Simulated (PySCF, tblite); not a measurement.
# C3H12N2Si3: geometry, infrared bands and NMR shifts

Wanted: the infrared bands and NMR shifts of C3H12N2Si3 (`N#C[C@@H]([SiH3])CN([SiH3])[SiH3]`), by calculation.

The runs use tblite 0.8.0 and PySCF 2.14.0, with density-fitted response routines of our own; the level of theory stands in each step. All values are computed, except where a source is named. Atoms are numbered from 0 throughout.

## Step 1: The starting structure

20 atoms, charge 0, multiplicity 1; geometry from: force field or distance geometry start.

Bonds of the start (Å): N0–C1 1.15, C1–C2 1.49, C2–Si3 1.86, C2–C4 1.51, C4–N5 1.45, N5–Si6 1.81, N5–Si7 1.80, C2–H8 1.10, Si3–H9 1.49, Si3–H10 1.47, Si3–H11 1.46, C4–H12 1.13, C4–H13 1.11, Si6–H14 1.48, Si6–H15 1.46, Si6–H16 1.46, Si7–H17 1.48, Si7–H18 1.45, Si7–H19 1.47.

## Step 2: Relaxing the molecule with GFN2-xTB

The job: settings as JSON, then the geometry in Å.

```
{"job": {"kind": "relax", "xc": "GFN2-xTB", "basis": "xTB"}, "charge": 0, "multiplicity": 1}
N      1.404400     1.171700    -2.880200
C      1.289400     0.510100    -1.951500
C      1.180500    -0.370100    -0.758000
Si     2.848300    -0.778000    -0.035100
C      0.286700     0.322000     0.239500
N     -1.036500     0.584200    -0.296600
Si    -2.021500     1.421000     0.967500
Si    -1.955600    -0.931300    -0.603500
H      0.710900    -1.319500    -1.059800
H      2.989200    -2.247400     0.158300
H      3.049900    -0.093400     1.251100
H      3.861900    -0.286200    -0.955900
H      0.744200     1.330700     0.447300
H      0.265600    -0.233100     1.199900
H     -2.235100     0.396000     2.008800
H     -3.302900     1.745800     0.336500
H     -1.349200     2.606600     1.487000
H     -2.322400    -1.457700     0.724700
H     -1.219300    -1.878200    -1.424600
H     -3.193400    -0.482400    -1.268300
```

The run is started by

```console
> OMP_NUM_THREADS=1 python probes_run.py task.json out
```

This one command runs all jobs of the session in turn.

**Question.** This job is followed by: GFN2-xTB harmonic vibrations, gas phase; GIAO PBE0/pcSseg-1 NMR shielding, non-relativistic, gas phase. What will the session give for the following? strongest single infrared mode (GFN2-xTB); zero-point energy (GFN2-xTB); 13C shifts against TMS (PBE0/pcSseg-1); 1H shifts against TMS (PBE0/pcSseg-1, means over atoms taken as alike); 15N shifts against NH3 (PBE0/pcSseg-1); 29Si shifts against TMS (PBE0/pcSseg-1, means over atoms taken as alike).

As calculated:

| quantity | value |
| --- | --- |
| strongest single infrared mode (GFN2-xTB) | 785 cm⁻¹, 501 km/mol |
| zero-point energy (GFN2-xTB) | 82.9 kcal/mol |
| 13C shifts against TMS (PBE0/pcSseg-1) | 126.1, 59.8, 16.3 ppm |
| 1H shifts against TMS (PBE0/pcSseg-1, means over atoms taken as alike) | 4.86, 3.95, 3.44, 3.33, 2.14 ppm |
| 15N shifts against NH3 (PBE0/pcSseg-1) | 305.5, 19.9 ppm |
| 29Si shifts against TMS (PBE0/pcSseg-1, means over atoms taken as alike) | -41.9, -66.7 ppm |

Relaxing lowered the energy by 0.915 eV in 213 steps; the close pair that moved most is N5–Si6, from 1.808 to 1.743 Å. All 54 modes are real, so the xTB geometry is a minimum. Unscaled tight-binding wavenumbers are off by several per cent, some by more. Its intensities can rank the bands wrongly. At PBE0/pcSseg-1: Shielding is most anisotropic at N0 (span 500 ppm, paramagnetic term -379 ppm).
